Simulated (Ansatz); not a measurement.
This script drives Ansatz 0.2.0 through its Python package.

Script `torsion_ch5fn2te.py`:
```python
"""Rigid torsion scan of CH5FN2Te."""

import ansatz as az
from ase import Atoms


def main() -> None:
    atoms = Atoms(["N", "C", "N", "F", "Te", "H", "H", "H", "H", "H"], positions=[
        (-0.707, 0.7587, 0.3635),
        (0.101, -0.2582, -0.1746),
        (0.2852, -1.2851, 0.8244),
        (-0.4043, -0.8131, -1.2984),
        (2.0085, 0.567, -0.755),
        (-0.8904, 1.5304, -0.4043),
        (-1.6724, 0.3982, 0.548),
        (-0.567, -1.6985, 1.0708),
        (0.6848, -0.813, 1.7487),
        (1.2446, 1.5625, -1.9203),
    ])

    # relax first, so that the scan starts from a minimum
    first = (
        az.Crystal.molecule_from_ase(atoms).calculation()
        .basis(gaussian="def2-SVP")
        .functional("b3lyp", dispersion="d4")
        .relax(force_tolerance=0.02, max_steps=80)
    )
    atoms.positions = first.run(threads=1).report["positions_ang"]

    start = atoms.get_dihedral(2, 1, 0, 5)
    energies = {}
    for turn in range(0, 360, 40):
        turned = atoms.copy()
        turned.set_dihedral(2, 1, 0, 5, start + turn, indices=[0, 5, 6])
        setup = az.Crystal.molecule_from_ase(turned).calculation()
        setup = setup.basis(gaussian="def2-SVP")
        setup = setup.functional("b3lyp", dispersion="d4")
        energies[round((start + turn) % 360)] = setup.run(threads=1).report["free_energy_ev"]
    floor = min(energies.values())
    print("dihedral N2-C1-N0-H5 (deg)   E - E(min) (kJ/mol)")
    for angle, e in sorted(energies.items()):
        print(f"{angle:8d} {96.485332 * (e - floor):14.3f}  " + "#" * int(30 * (e - floor) / max(max(energies.values()) - floor, 1e-9)))


if __name__ == "__main__":
    main()
```

It is started by `python torsion_ch5fn2te.py`. How long does it take on 1 thread of Arm Neoverse V1 (shared host), and how much memory does it need?

It took about 5.1 min, with a peak of 0.34 GiB, for 10 runs of the engine.

`python torsion_ch5fn2te.py` gives:
```text
dihedral N2-C1-N0-H5 (deg)   E - E(min) (kJ/mol)
      11         13.521  ###############
      51          1.900  ##
      91          5.984  #######
     131          7.056  ########
     171          0.000
     211         12.497  ##############
     251         25.451  ##############################
     291         18.574  #####################
     331         18.070  #####################
```

What to keep in mind:
- The scan is rigid and the energies are electronic, in a modest basis. With rigid groups the curve can differ much from the relaxed path, the start wasn't checked as a minimum of this torsion, and equivalent turns needn't return to the same energy.
- def2 sets replace the cores of elements past krypton by effective core potentials.
- b3lyp holds the VWN-RPA fit, as in Gaussian; the form of ORCA and Turbomole is b3lyp5.
